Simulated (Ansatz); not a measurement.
Working through a relaxation followed by a look at the electronic structure of ZrH₂, space group Fm-3m

Program: the Python package of Ansatz (0.2.0).

Input file `POSCAR`:
```text
ZrH2
1.0
   0.00000000    2.40922500    2.40922500
   2.40922500    0.00000000    2.40922500
   2.40922500    2.40922500    0.00000000
Zr H
1 2
Direct
   0.00000000    0.00000000    0.00000000
   0.75000000    0.75000000    0.75000000
   0.25000000    0.25000000    0.25000000
```

The cells in order, each with its output:

**Cell 1**
```python
import warnings

import ansatz as az
from ase.io import read
import numpy as np


def count_gap(report):
    # lowest empty less highest filled band, counting bands; zero where they overlap
    return max(report.get("gap_by_band_count_ev") or 0.0, 0.0)
```

**Cell 2**
```python
def configured(crystal, spacing):
    return (
        crystal.calculation()
        .functional("mr2scan")
        .basis(41 * az.Ry, xc_grid=1)
        .occupations("Marzari-Vanderbilt", width=0.05)
        .mixing("broyden", preconditioner="local_kerker")
        .scf(max_iterations=80)
        .kpoints(spacing=spacing)
    )
```

**Cell 3**
```python
warnings.simplefilter("ignore", az.DeckWarning)
```

**Cell 4**
```python
atoms = read("POSCAR", format="vasp")
xtal = az.Crystal.from_ase(atoms)
```

**Cell 5**
```python
xtal.resolved().sites[-1]
```
Output:
```text
Site(symbol='H', position=(0.25, 0.25, 0.25), moment=None, axis=None, held=None, saved=None)
```

**Cell 6**
```python
relaxed = configured(xtal, 0.3).relax(cell=True, force_tolerance=0.02, max_steps=40).checkpoint(write="relax.run", compress=False).run(threads=1)
cell = np.asarray(relaxed.lattice.cell_ang)
print("relaxed edges (A):", np.linalg.norm(cell, axis=1).round(4), " volume:", round(abs(np.linalg.det(cell)), 3), "A^3")
for site in relaxed.lattice.sites:
    print(" ", site.symbol, np.round(site.position_frac, 4) + 0.0)
```
Output:
```text
relaxed edges (A): [3.3939 3.3939 3.3939]  volume: 27.643 A^3
  Zr [0. 0. 0.]
  H [0.75 0.75 0.75]
  H [0.25 0.25 0.25]
```

**Cell 7**
```python
final = az.Crystal.from_checkpoint("relax.run")
out = configured(final, 0.22).functional("r2scan").stress().band_table().density_of_states(energy_step=0.05).run(threads=1)
rep = out.report
```

**Cell 8**
```python
rep["mixing_algorithm"], rep["preconditioner"], rep["eigensolver"]
```
Output:
```text
('Broyden', 'local-Kerker', 'band_cg')
```

**Cell 9**
```python
rep["kpoints_frac"][:4]
```
Output:
```text
[[0.0, 0.0, 0.0], [0.0, 0.0, 0.09090909090909091], [0.0, 0.0, 0.18181818181818182],
 [0.0, 0.0, 0.2727272727272727]]
```

**Cell 10**
```python
rep["free_energy_ev"]
```
Output:
```text
-4228.797095926124
```

**Cell 11**
```python
dos = out.density_of_states()
print(f"pressure at the relaxed cell {np.trace(rep['stress_gpa']) / 3:.3f} GPa, gap by band count {count_gap(rep):.3f} eV")
if count_gap(rep) == 0:
    print("states/eV at the Fermi level:", round(float(np.interp(dos.fermi_ev, dos.energies_ev, dos.spin_summed_g_bin_mean_per_ev)), 3))
```
Output:
```text
pressure at the relaxed cell -0.041 GPa, gap by band count 0.000 eV
states/eV at the Fermi level: 1.899
```

What to keep in mind:
- These settings explore the input space; cutoff and mesh may be short of convergence.
- No spin polarisation was allowed.
- The mesh is modest for a metal, so energies can be off by several to tens of meV an atom and pressures by half a GPa or more; differences at equal mesh fare better.
- An absolute Fermi energy rests on an arbitrary zero of the periodic potential and has no direct meaning.
- A gap by band count of zero or less means overlapping bands, a metal.
- xc_grid=1 is under the default for a meta-GGA and makes forces and stresses depend on the grid.
- This cell is a computed structure, which may not be the phase found in nature.
- Gaps and levels are Kohn-Sham values on a finite set of k-points, without spin-orbit coupling.
- Where the second run takes another functional or mesh than the relaxation, its pressure isn't zero; pressure is positive in compression.
- The computed bands are complete only to about 2.2 eV above the Fermi level; beyond that the density of states is undercounted.
- It ran for 13 s on 1 thread of Arm Neoverse V1 (shared host), peak memory 0.45 GiB.

(Lines on the test bed's own set-up are left out of the output.)
